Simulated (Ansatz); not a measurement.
# SiO2: the cost of one run

Method: DFT LDA, scalar-relativistic, plane waves, PAW, in Ansatz 0.2.0.

1 further run of the same task is left out (set aside as unsound or not needed).

## 1. Starting point

It takes space group P4_32_12 (No. 96, tetragonal). The conventional cell has a = 4.941 Å, b = 4.941 Å, c = 6.860 Å, α = 90.00°, β = 90.00°, γ = 90.00°. Around Si (site symmetry 2) lie 4 O at 1.61 Å. O (site symmetry 1) has 2 Si at 1.61 Å in its first shell of neighbours.

Structure file:

```
Si O
1.0
     4.94053    0.00000    0.00000
     0.00000    4.94053    0.00000
     0.00000    0.00000    6.85960
Si O
4 8
Direct
  0.80486 0.80486 0.50000
  0.69514 0.30486 0.25000
  0.19514 0.19514 0.00000
  0.30486 0.69514 0.75000
  0.26289 0.38577 0.81620
  0.11423 0.76289 0.56620
  0.73711 0.61423 0.31620
  0.88577 0.23711 0.06620
  0.76289 0.11423 0.43380
  0.61423 0.73711 0.68380
  0.23711 0.88577 0.93380
  0.38577 0.26289 0.18380
```

This cell was relaxed beforehand with the same method: volume 13.95 Å³/atom, gap on the mesh 5.56 eV.

## 2. Zero of the scan

File input.yaml:

```yaml
crystal:
  lattice:
    - [4.9405297414, 0.0, 0.0]
    - [0.0, 4.9405297414, 0.0]
    - [0.0, 0.0, 6.8596012179]
  atoms:
    - { symbol: Si, position: [0.8048597405, 0.8048597405, 0.5] }
    - { symbol: Si, position: [0.6951402595, 0.3048597405, 0.25] }
    - { symbol: Si, position: [0.1951402595, 0.1951402595, 0.0] }
    - { symbol: Si, position: [0.3048597405, 0.6951402595, 0.75] }
    - { symbol: O, position: [0.2628906942, 0.3857667455, 0.8162028594] }
    - { symbol: O, position: [0.1142332545, 0.7628906942, 0.5662028594] }
    - { symbol: O, position: [0.7371093058, 0.6142332545, 0.3162028594] }
    - { symbol: O, position: [0.8857667455, 0.2371093058, 0.0662028594] }
    - { symbol: O, position: [0.7628906942, 0.1142332545, 0.4337971406] }
    - { symbol: O, position: [0.6142332545, 0.7371093058, 0.6837971406] }
    - { symbol: O, position: [0.2371093058, 0.8857667455, 0.9337971406] }
    - { symbol: O, position: [0.3857667455, 0.2628906942, 0.1837971406] }
basis:
  ecutwfc: 420
kpoints:
  mp_grid: { grid: [4, 4, 4] }
hamiltonian:
  xc: lda
scf:
  occupations: { method: gaussian, width: 0.05 }
output:
  forces: true
  stress: true
  eigenvalues: true
  write_density: true
  write_potential: true
  elf: true
  volumetric_format: npy
```

Run with:

```bash
$ ansatz run input.yaml --threads 2 --pin off --max-ram 5120MiB --backend cpu --events-out ev --progress --plain --runs-dir out
```

What time and memory should one allow on 2 threads of Arm Neoverse V1, shared host?

About 9.9 s, with a peak of 0.38 GiB.
